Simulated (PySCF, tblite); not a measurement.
**C₃H₁₀O₂SSi₃: geometry, infrared bands and NMR shifts**

Aim: predict the infrared bands and NMR shifts of C₃H₁₀O₂SSi₃ (`C=C1[Si@@H](O)[Si@@H]([SiH3])C[S@@]1=O`).

Programs: tblite 0.8.0 and PySCF 2.14.0, with density-fitted response routines of our own. Each step states its level of theory. These are calculated values for one molecule in the gas phase, unless marked as measured. Atoms are numbered from 0 throughout.

## (1) Starting geometry

19 atoms, charge 0, multiplicity 1; geometry from: force field or distance geometry start.

Bonds of the start (Å): C0–C1 1.34, C1–Si2 1.87, Si2–O3 1.71, Si2–Si4 2.20, Si4–Si5 2.22, Si4–C6 1.85, C6–S7 1.75, S7–O8 1.49, S7–C1 1.74, C0–H9 1.09, C0–H10 1.09, Si2–H11 1.46, O3–H12 0.98, Si4–H13 1.46, Si5–H14 1.47, Si5–H15 1.48, Si5–H16 1.48, C6–H17 1.10, C6–H18 1.11.

## (2) Geometry optimisation with GFN2-xTB

The job: settings as JSON, then the geometry in Å.

```
{"job": {"kind": "relax", "xc": "GFN2-xTB", "basis": "xTB"}, "charge": 0, "multiplicity": 1}
C     -3.129200    -0.397300     0.188300
C     -1.877700     0.054200     0.046900
Si    -0.563000    -0.386800     1.295400
O     -0.319000    -2.077500     1.297300
Si     1.160100     0.677000     0.425000
Si     2.965700    -0.596400     0.222200
C      0.501500     1.063900    -1.261200
S     -1.247400     1.060800    -1.220900
O     -1.936400     2.370000    -1.410900
H     -3.851800    -0.099500    -0.572900
H     -3.397700    -1.019700     1.036800
H     -0.931100     0.098000     2.625400
H     -0.894800    -2.445800     0.598500
H      1.506700     1.909800     1.136500
H      2.707100    -1.756000    -0.646600
H      3.992600     0.247100    -0.437900
H      3.491300    -1.034700     1.530200
H      0.910600     2.037800    -1.560100
H      0.902600     0.304500    -1.959700
```

Started as:

```sh
$ OMP_NUM_THREADS=1 python probes_run.py task.json out
```

The driver reads the jobs from task.json and runs them one after another.

**Question.** This job is followed by: GFN2-xTB harmonic vibrations, gas phase; GIAO PBE0/pcSseg-1 NMR shielding, non-relativistic, gas phase. Predict these results of the whole session: strongest single infrared mode (GFN2-xTB); zero-point energy (GFN2-xTB); ¹³C shifts against TMS (PBE0/pcSseg-1); ¹H shifts against TMS (PBE0/pcSseg-1, means over atoms taken as alike); ²⁹Si shifts against TMS (PBE0/pcSseg-1); ¹⁷O shifts against H2O (PBE0/pcSseg-1); ³³S shifts against CS2 (PBE0/pcSseg-1).

The runs gave:

| quantity | value |
| --- | --- |
| strongest single infrared mode (GFN2-xTB) | 2213 cm⁻¹, 414 km/mol |
| zero-point energy (GFN2-xTB) | 73.7 kcal/mol |
| ¹³C shifts against TMS (PBE0/pcSseg-1) | 180.3, 129.8, 47.8 ppm |
| ¹H shifts against TMS (PBE0/pcSseg-1, means over atoms taken as alike) | 6.28, 6.20, 5.84, 4.03, 3.64, 3.05, 1.76, 1.06 ppm |
| ²⁹Si shifts against TMS (PBE0/pcSseg-1) | -6.1, -85.4, -113.2 ppm |
| ¹⁷O shifts against H2O (PBE0/pcSseg-1) | 57.6, 17.4 ppm |
| ³³S shifts against CS2 (PBE0/pcSseg-1) | 356 ppm |

What this shows: The optimisation took 165 steps and gained 2.072 eV; among the close pairs (by a distance rule), Si2–Si4 changed most, from 2.204 to 2.318 Å. All 51 modes are real, so the xTB geometry is a minimum. The strongest single mode, at 2213 cm⁻¹, moves mainly H15. Unscaled tight-binding wavenumbers are off by several per cent, some by more. Its intensities can rank the bands wrongly.
